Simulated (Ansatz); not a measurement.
**C2H10InN3: how energies converge with the basis set**

One table from this session's results is given with a row withheld; the runs are named, their logs left out.

Method: one geometry, several basis sets; program: Ansatz 0.2.0, Gaussian basis.

Plan: PBE0-D4/def2-SVP; ωB97M-V/def2-SVP; PBE0-D4/def2-QZVPP; ωB97M-V/def2-QZVPP; the functionals' def2-TZVPP values are taken from earlier runs.

2 further runs of the same task are left out: 2 for a known fault of the program.

### Structure used throughout

All runs share one geometry, relaxed beforehand with PBE0-D4 in a triple-zeta def2 set. In takes the def2 core potential; no spin-orbit term is included.

16 atoms, charge 0, spin multiplicity 1.

Atoms are counted from 1 here; the program's logs count them from 0.

Bond lengths: C1–N2 1.436 Å, C1–H7 1.093 Å, C1–H8 1.102 Å, C1–H9 1.102 Å, N2–C3 1.436 Å, N2–In4 2.014 Å, C3–H10 1.093 Å, C3–H11 1.102 Å, C3–H12 1.102 Å, In4–N5 2.027 Å, In4–N6 2.027 Å, N5–H13 1.011 Å, N5–H14 1.011 Å, N6–H15 1.011 Å, N6–H16 1.011 Å. Angles: N2–C1–H7 111.3°, N2–C1–H8 111.9°, N2–C1–H9 112.0°, H7–C1–H8 107.1°, H7–C1–H9 107.4°, H8–C1–H9 106.8°, C1–N2–C3 112.9°, C1–N2–In4 123.5°, C3–N2–In4 123.6°, N2–C3–H10 111.3°, N2–C3–H11 112.0°, N2–C3–H12 111.9°, H10–C3–H11 107.4°, H10–C3–H12 107.1°, H11–C3–H12 106.8°, N2–In4–N5 118.5°, N2–In4–N6 118.5°, N5–In4–N6 122.9° and more.

The first run:

in.yaml reads:

```yaml
crystal:
  periodic: [false, false, false]
  atoms:
    - {symbol: C, position_ang: [0.171183, -0.790081, 1.837217]}
    - {symbol: N, position_ang: [0.434698, -0.526820, 0.450388]}
    - {symbol: C, position_ang: [1.537351, -1.289483, -0.063834]}
    - {symbol: In, position_ang: [-0.633496, 0.771384, -0.657757]}
    - {symbol: N, position_ang: [-0.116499, 1.041478, -2.598721]}
    - {symbol: N, position_ang: [-2.176976, 1.750350, 0.218109]}
    - {symbol: H, position_ang: [-0.680370, -0.207123, 2.197469]}
    - {symbol: H, position_ang: [-0.063285, -1.851959, 2.017339]}
    - {symbol: H, position_ang: [1.034574, -0.542329, 2.476436]}
    - {symbol: H, position_ang: [1.724213, -1.058245, -1.115676]}
    - {symbol: H, position_ang: [1.359265, -2.375075, 0.008630]}
    - {symbol: H, position_ang: [2.471201, -1.083406, 0.484300]}
    - {symbol: H, position_ang: [0.313168, 0.245547, -3.049561]}
    - {symbol: H, position_ang: [-0.853978, 1.380604, -3.200645]}
    - {symbol: H, position_ang: [-2.437628, 2.625181, -0.215400]}
    - {symbol: H, position_ang: [-2.083411, 1.909997, 1.211666]}
basis:
  gaussian: {orbitals: def2-SVP}
hamiltonian: {xc: pbe0, dispersion: d4}
output: {orbitals: {seedname: orbitals}}
```

Started as:

```console
$ ansatz run in.yaml --threads 2 --pin off --events-out ev --progress --plain --max-ram 32768MiB --backend cpu
```

Steps of the session up to this table: PBE0-D4 in def2-SVP; ωB97M-V in def2-SVP; PBE0-D4 in def2-QZVPP; ωB97M-V in def2-QZVPP.

One table of the session follows, with a row left open; its other results are not shown here.

It belongs to the step «Functionals by basis». 

```
functional       basis  HOMO (eV)
   PBE0-D4    def2-SVP      -5.56
   PBE0-D4  def2-TZVPP      -5.74
   PBE0-D4  def2-QZVPP      -5.79
   ωB97M-V    def2-SVP      -7.84
   ωB97M-V  def2-TZVPP          ?
   ωB97M-V  def2-QZVPP      -8.08
```

**Question.** Estimate the row for ωB97M-V, def2-TZVPP.

As computed: HOMO (eV): -8.04. In the column «HOMO (eV)» it lies between ωB97M-V, def2-QZVPP (-8.08) and ωB97M-V, def2-SVP (-7.84).
